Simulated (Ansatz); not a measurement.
**HfSiH₂ (quintet): wave-function methods side by side, def2-SVP**

The task here is to estimate one member of a computed series from the others.

Method: def2-SVP, core rule «outside noble gas», up to 9 orbitals frozen; program: Ansatz 0.2.0, Gaussian basis.

Plan: UHF; CCSD(T) on ROHF; CCSD(T) on UHF; CISD as a restricted active space (open shells left free, so some higher excitations enter); CCSDT(Q) on ROHF; CCSDT(Q) on UHF.

26 further runs of the same task are left out: 7 that didn't finish, 19 set aside as unsound or not needed. Runs told in other sessions of the task aren't counted.

### The system

The geometry is a PBE0/def2-TZVP stationary point (not a proven minimum) of the parent state, kept for this charge and spin. No spin-orbit coupling is included. Elements past krypton take def2 core potentials.

4 atoms, charge 0, spin multiplicity 5.

Atoms are counted from 1 here; the program's logs count them from 0.

Bond lengths: Hf1–Si2 2.574 Å, Si2–H3 1.505 Å, Si2–H4 1.505 Å. Angles: Hf1–Si2–H3 121.3°, Hf1–Si2–H4 121.3°, H3–Si2–H4 103.7°.

Set-up of the first run:

The input, in.yaml:

```yaml
crystal:
  periodic: [false, false, false]
  atoms:
    - {symbol: Hf, position_ang: [-0.006792, 0.000000, 0.378902]}
    - {symbol: Si, position_ang: [0.072482, 0.000000, -2.193437]}
    - {symbol: H, position_ang: [-0.408472, -1.183253, -2.989449]}
    - {symbol: H, position_ang: [-0.408472, 1.183253, -2.989449]}
basis:
  gaussian: {orbitals: def2-SVP}
magnetization: {spin_polarized: true, initial_magnetization: 4}
hamiltonian: {xc: hf}
output: {orbitals: {seedname: orbitals}}
```

Run with:

```
> ansatz run in.yaml --threads 1 --pin off --events-out ev --progress --plain --max-ram 2393MiB
```

Among the steps run: UHF; CCSD(T) on ROHF; CCSD(T) on UHF; CISD as a restricted active space (open shells left free, so some higher excitations enter); CCSDT(Q) on ROHF; CCSDT(Q) on UHF.

One table of the session follows, with a row left open; its other results are not shown here.

It belongs to the step «Misses and costs». 

```
   method  from RCCSDT(Q) (meV)
     ROHF                     ?
      UHF               +4268.6
     RMP2               +1016.2
     UMP2                +959.0
     CISD                +468.1
    RCCSD                +187.5
    UCCSD                +112.1
 RCCSD(T)                 +47.5
 UCCSD(T)                 -24.1
   RCCSDT                  +7.7
   UCCSDT                 -63.2
RCCSDT(Q)                     0
UCCSDT(Q)                 -71.0
```

**Question.** Estimate the row for ROHF.

As computed: from RCCSDT(Q) (meV): +4433.4. In the column «from RCCSDT(Q) (meV)» it is the highest.

Limits of these values: Restricted and unrestricted rows rest on different reference determinants; a gap between their highest levels can come from leftover correlation error, from unlike frozen cores or from another state.
